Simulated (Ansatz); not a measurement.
# Si: the cost of one run

Method: DFT PBE, scalar-relativistic, plane waves, PAW, in Ansatz 0.2.0.

### 1 The system as given

The structure is cubic, space group Fd-3m (No. 227). Conventional cell: a = 5.430 Å, b = 5.430 Å, c = 5.430 Å, α = 90.00°, β = 90.00°, γ = 90.00°. Around Si (site symmetry -43m) lie 4 Si at 2.35 Å.

As a file:

```cif
data_structure
_symmetry_space_group_name_H-M 'Fd-3m:1'
_symmetry_Int_Tables_number 227
_cell_length_a 5.4300
_cell_length_b 5.4300
_cell_length_c 5.4300
_cell_angle_alpha 90.000
_cell_angle_beta 90.000
_cell_angle_gamma 90.000
_cell_volume 160.10
loop_
_atom_site_label
_atom_site_type_symbol
_atom_site_symmetry_multiplicity
_atom_site_Wyckoff_symbol
_atom_site_fract_x
_atom_site_fract_y
_atom_site_fract_z
_atom_site_occupancy
Si1 Si 8 b 0.00000 0.00000 0.50000 1
```

### 2 Relaxing cell and atoms: Si, no spin

input.yaml

```yaml
crystal:
  lattice:
    - [0.0, 2.715, 2.715]
    - [2.715, 0.0, 2.715]
    - [2.715, 2.715, 0.0]
  atoms:
    - { symbol: Si, position: [0.0, 0.0, 0.0] }
    - { symbol: Si, position: [0.25, 0.25, 0.25] }
scf:
  occupations: { method: gaussian, width: 0.01 }
output:
  forces: true
  stress: true
  eigenvalues: true
  write_density: true
  write_potential: true
  elf: true
  volumetric_format: npy
hamiltonian:
  xc: pbe
kpoints:
  mp_grid: { grid: [10, 10, 10] }
relax:
  f_tol: 0.005
  cell: { stress_tol: 0.02 }
```

Run with:

```sh
> ansatz run input.yaml --threads 4 --pin off --max-ram 14336MiB --backend cpu --events-out ev --progress --plain --runs-dir out
```

**Question.** How long does this run take on 4 threads of Intel Xeon Platinum 8488C (Sapphire Rapids), shared host, and how much memory does it need?

About 2.4 s, with a peak of 0.38 GiB.
